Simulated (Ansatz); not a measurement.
# Cs: the cost of one run

Computed with Ansatz 0.2.0 (DFT r2SCAN, scalar-relativistic, plane waves, PAW, unless a step's input says otherwise).

1 further run of the same task is left out (set aside as unsound or not needed).

### 1 The starting structure

It takes space group I4/mmm (No. 139, tetragonal). Conventional cell: a = 5.500 Å, b = 5.500 Å, c = 8.194 Å, α = 90.00°, β = 90.00°, γ = 90.00°.

As a file:

```cif
data_structure
_symmetry_space_group_name_H-M 'I4/mmm'
_symmetry_Int_Tables_number 139
_cell_length_a 5.5002
_cell_length_b 5.5002
_cell_length_c 8.1945
_cell_angle_alpha 90.000
_cell_angle_beta 90.000
_cell_angle_gamma 90.000
_cell_volume 247.90
loop_
_atom_site_label
_atom_site_type_symbol
_atom_site_symmetry_multiplicity
_atom_site_Wyckoff_symbol
_atom_site_fract_x
_atom_site_fract_y
_atom_site_fract_z
_atom_site_occupancy
Cs1 Cs 2 a 0.00000 0.00000 0.00000 1
```

The structure comes from the Materials Project (structure only).

### 2 Probe: one point at the start

Input file input.yaml:

```yaml
crystal:
  lattice:
    - [-2.75007546, 2.75007546, 4.09723898]
    - [2.75007546, -2.75007546, 4.09723898]
    - [2.75007546, 2.75007546, -4.09723898]
  atoms:
    - { symbol: Cs, position: [0.0, 0.0, 0.0] }
basis:
  ecutwfc: 500
kpoints:
  mp_grid: { grid: [6, 6, 6] }
hamiltonian:
  xc: r2scan
scf:
  occupations: { method: gaussian, width: 0.1 }
output:
  forces: true
  stress: true
  eigenvalues: true
```

Run with:

```sh
> ansatz run input.yaml --threads 1 --pin off --max-ram 1228MiB --backend cpu --events-out ev --progress --plain --runs-dir out
```

**Question.** How long does this run take on 1 thread of an Arm CPU, shared host, and how much memory does it need?

About 9.2 s, with a peak of 0.73 GiB.
